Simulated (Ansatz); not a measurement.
# Ca3SbP (Pm-3m): equation of state with a fit in Python

Where is the equilibrium volume of Ca3SbP (Pm-3m), and how stiff is it? Wanted for Ca3SbP (Pm-3m): an equation of state with a fit.

Program: the Python package of Ansatz 0.2.0. Level of theory: DFT PBEsol, plane waves, PAW. These are calculated values, not measurements.

### 1 Starting point

The structure is cubic, space group Pm-3m (No. 221). The conventional cell has a = 5.382 Å, b = 5.382 Å, c = 5.382 Å, α = 90.00°, β = 90.00°, γ = 90.00°. Around Ca (site symmetry 4/mmm) lie 2 P at 2.69 Å. Sb (site symmetry m-3m) is surrounded by 12 Ca at 3.81 Å. Around P (site symmetry m-3m) lie 6 Ca at 2.69 Å.

No structure file is read: the coordinates are typed or built in the script.

### 2 Script

Contents of ca3sbp_eos.py:

```python
"""Equation of state of Ca3SbP."""

import ansatz
import numpy as np
from pymatgen.analysis.eos import EOS

vectors0 = np.array([
    [5.38244377, 0.0, 0.0],
    [0.0, 5.38244377, 0.0],
    [0.0, 0.0, 5.38244377],
])
sites = [
    ("Ca", (0.0, 0.5, 0.5)),
    ("Ca", (0.5, 0.0, 0.5)),
    ("Ca", (0.5, 0.5, 0.0)),
    ("Sb", (0.0, 0.0, 0.0)),
    ("P", (0.5, 0.5, 0.5)),
]


def on_lattice(cell):
    crystal = ansatz.Crystal(lattice=ansatz.Lattice.of(cell))
    for symbol, position in sites:
        crystal = crystal.atom(symbol, position)
    return crystal


def main() -> None:
    # scale the volume, keep shape and fractions
    volumes, energies = [], []
    for scale in np.linspace(0.95, 1.07, 5):
        cell = vectors0 * scale ** (1 / 3)
        calc = (
            on_lattice(cell).calculation()
            .occupations(ansatz.OccupationsMethod.FIXED)
            .basis(18 * ansatz.Ha)
            .functional("pbesol")
            .kpoints(3, 3, 3)
        )
        summary = calc.run(threads=1).report
        volumes.append(abs(np.linalg.det(cell)) / len(sites))
        energies.append(summary["free_energy_ev"] / len(sites))
        print(f"V = {volumes[-1]:8.4f} A^3/atom  F = {energies[-1]:.5f} eV/atom")

    for form in ["murnaghan", "vinet", "birch_murnaghan"]:
        fit = EOS(eos_name=form).fit(volumes, energies)
        print(f"{form:18s} V0 {fit.v0:8.4f} A^3/atom  B0 {fit.b0_GPa:7.1f} GPa  B1 {fit.b1:5.2f}")


if __name__ == "__main__":
    main()
```

### 3 What the engine is handed

The package turns the script's settings into the engine's input (first run):

```yaml
crystal:
  lattice:
    - [5.291198282170813, 0.0, 0.0]
    - [0.0, 5.291198282170813, 0.0]
    - [0.0, 0.0, 5.291198282170813]
  atoms:
    - { symbol: Ca, position: [0.0, 0.5, 0.5] }
    - { symbol: Ca, position: [0.5, 0.0, 0.5] }
    - { symbol: Ca, position: [0.5, 0.5, 0.0] }
    - { symbol: Sb, position: [0.0, 0.0, 0.0] }
    - { symbol: P, position: [0.5, 0.5, 0.5] }
basis:
  ecutwfc: 489.804952427784
kpoints:
  mp_grid:
    grid: [3, 3, 3]
hamiltonian:
  xc: pbesol
scf:
  occupations:
    method: fixed
```

### 4 Running it

Command:

```bash
> python ca3sbp_eos.py
```

**Question.** Where does the minimum lie against the volume typed, and how stiff is the crystal?

**Answer**, as computed:

| quantity | value |
| --- | --- |
| runs compared | 5 |
| range of energy | 37.03 meV/atom |
| lowest point, volume (Å³/atom) | 30.563 |
| equilibrium volume (fit) | 30.14 Å³/atom |
| bulk modulus (fit) | 42 GPa |

**Reading.** A third-order Birch-Murnaghan fit through the 5 points has its minimum at 30.14 Å³ an atom, 3.3 % below the typed cell, with a bulk modulus of 42 GPa and dB/dP = 4.0. From that minimum the energy rises by 1.2 meV an atom on the compressed side and 37.8 meV on the expanded side. The window is off centre, so dB/dP is rough. What to keep in mind:
- For a gap this small the mesh is coarse, and bands can meet between its points.
- The structure comes from a database of computed cells and needn't be a stable or known phase.
